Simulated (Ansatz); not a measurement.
# CH5F3Si2: one species, many methods

Aim: compute CH5F3Si2 with functionals from several rungs and with coupled cluster, and see how far each lands from CCSD(T) at the basis-set limit for the atomisation energy.

Method: functionals in def2-TZVPP, the program's frozen cores in correlated methods; program: Ansatz 0.2.0, Gaussian basis.

Plan: LDA (SPW92), PBE-D4, revPBE-D4, BLYP-D4, r2SCAN-D4, B97M-V, PBE0-D4, B3LYP-D4, r2SCANh-D4, r2SCAN0-D4, HSE06-D4, BHLYP-D4, CAM-B3LYP-D4, LC-ωPBE, ωB97X-V, ωB97M-V, B2PLYP, PBE-QIDH; CCSD(T)/def2-SVP; CCSD(T)/def2-TZVPP; MP2/def2-QZVPP; extrapolation to the limit; RPA on PBE.

### Step 1. The relaxed structure

All runs share one geometry, relaxed beforehand with PBE0-D4 in a triple-zeta def2 set.

SMILES `F[SiH2]C[SiH](F)F`, 11 atoms, charge 0, spin multiplicity 1.

Atoms are counted from 1 here; the program's logs count them from 0.

Bond lengths: F1–Si2 1.602 Å, Si2–C3 1.863 Å, Si2–H7 1.481 Å, Si2–H8 1.481 Å, C3–Si4 1.841 Å, C3–H9 1.097 Å, C3–H10 1.097 Å, Si4–F5 1.589 Å, Si4–F6 1.589 Å, Si4–H11 1.475 Å. Angles: F1–Si2–C3 108.2°, F1–Si2–H7 107.6°, F1–Si2–H8 107.6°, C3–Si2–H7 111.1°, C3–Si2–H8 111.1°, H7–Si2–H8 111.1°, Si2–C3–Si4 117.4°, Si2–C3–H9 108.2°, Si2–C3–H10 108.2°, Si4–C3–H9 107.7°, Si4–C3–H10 107.7°, H9–C3–H10 107.1°, C3–Si4–F5 109.5°, C3–Si4–F6 109.5°, C3–Si4–H11 114.7°, F5–Si4–F6 107.0°, F5–Si4–H11 107.9°, F6–Si4–H11 107.9°.

### Step 2. LDA

This LDA is Slater exchange with PW92 correlation.

Contents of in.yaml:

```yaml
crystal:
  periodic: [false, false, false]
  atoms:
    - {symbol: F, position_ang: [-0.349939, 2.047160, -2.031970]}
    - {symbol: Si, position_ang: [0.147928, 1.453487, -0.629512]}
    - {symbol: C, position_ang: [-0.367466, -0.334147, -0.539998]}
    - {symbol: Si, position_ang: [0.080158, -1.270627, 0.980221]}
    - {symbol: F, position_ang: [1.657419, -1.245243, 1.175421]}
    - {symbol: F, position_ang: [-0.557656, -0.558994, 2.250338]}
    - {symbol: H, position_ang: [1.622194, 1.585816, -0.584848]}
    - {symbol: H, position_ang: [-0.491144, 2.246907, 0.445244]}
    - {symbol: H, position_ang: [-1.457307, -0.383099, -0.653812]}
    - {symbol: H, position_ang: [0.069536, -0.860416, -1.397419]}
    - {symbol: H, position_ang: [-0.353723, -2.680853, 0.986335]}
basis:
  gaussian: {orbitals: def2-TZVPP}
hamiltonian: {xc: lda}
output: {orbitals: {seedname: orbitals}}
```

After this run come: PBE-D4 (GGA); revPBE-D4 (GGA); BLYP-D4 (GGA); r2SCAN-D4 (meta-GGA); B97M-V (meta-GGA); PBE0-D4 (hybrid); B3LYP-D4 (hybrid); r2SCANh-D4 (hybrid); r2SCAN0-D4 (hybrid); HSE06-D4 (hybrid); BHLYP-D4 (hybrid); CAM-B3LYP-D4 (range-separated); LC-ωPBE-D4 (range-separated); ωB97X-V (range-separated); ωB97M-V (range-separated); B2PLYP (double hybrid); PBE-QIDH (double hybrid); CCSD(T) in def2-SVP; CCSD(T) in def2-TZVPP; MP2 in def2-QZVPP; RPA on PBE orbitals.

**Question.** What will the summary of the whole plan be? Wanted: atomisation energy, CCSD(T)/CBS; farthest beyond LDA; mean size of error, GGA; mean size of error, meta-GGA; mean size of error, hybrid; mean size of error, range-separated; mean size of error, double hybrid; gap, smallest and largest; T1 diagnostic.

The runs gave:

| quantity | value |
| --- | --- |
| atomisation energy, CCSD(T)/CBS | 1026.2 kcal/mol |
| functionals within 5.1 kcal/mol (0.5 %) | PBE-D4, r2SCAN-D4, B97M-V, CAM-B3LYP-D4, ωB97X-V, ωB97M-V |
| farthest beyond LDA | BHLYP-D4 (-34.6 kcal/mol) |
| mean size of error, GGA | 14.8 kcal/mol |
| mean size of error, meta-GGA | 4.2 kcal/mol |
| mean size of error, hybrid | 18.7 kcal/mol |
| mean size of error, range-separated | 4.0 kcal/mol |
| mean size of error, double hybrid | 15.8 kcal/mol |
| gap, smallest and largest | 6.82 eV (LDA (SPW92)), 14.25 eV (LC-ωPBE) |
| T1 diagnostic | 0.0115 |
| triples share of the correlation energy | 3.0 % |

What this shows: The LDA atomisation energy is off by 123.1 kcal/mol (12 %): it overbinds. PBE-D4 misses by -2.5 kcal/mol. Double hybrids carry the basis error of their MP2 part in triple zeta, and no dispersion term here, so their miss is partly the set-up's. The rungs range-separated, meta-GGA miss on average by less than the doubt on the reference (5.1 kcal/mol), so they tie. Misses under about 5.1 kcal/mol are within the doubt on the reference itself, which lacks core-valence correlation, relativity and higher excitations. Hartree-Fock recovers 76 % of the binding; the rest is correlation. CCSD(T) in def2-SVP is off by -78.9 kcal/mol, more than most functionals: a good method in a small basis is no reference. Orbital gaps span 6.8 to 14.2 eV; exact exchange widens them.
